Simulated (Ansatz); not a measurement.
WS:

```
CELL_PARAMETERS angstrom
3.00789 0.00000 0.00000
0.00000 3.00789 0.00000
0.00000 0.00000 3.00789
ATOMIC_POSITIONS crystal
W 0.50000 0.50000 0.50000
S 0.00000 0.00000 0.00000
```

The cell was built by a generator and needn't be a form met in nature.

Program: Ansatz 0.2.0. Alike in all runs: task projected density of states; potentials or basis Ansatz PAW; no spin polarisation; cell as given; k mesh 5 × 5 × 5; smearing fermi-dirac 0.05 eV; the mesh is coarse, so values aren't converged.

Order these runs on this cell by their pressure, lowest first.
A. level r2SCAN; cutoff (eV) 500
B. level revPBE; cutoff (eV) 420
C. level BLYP; cutoff (eV) 420
D. level PBE; cutoff (eV) 420
E. level PBE0; cutoff (eV) 420

E (-8.4 GPa), A (-2.9 GPa), D (0.2 GPa), B (2.5 GPa), C (14.2 GPa).

Caveats: all runs use coarse meshes; the PAW data sets come from PBE, with cores solved anew for the run's functional, which leaves a small shift of forces and pressure (some runs); the thresholds are loose for stress (some runs).
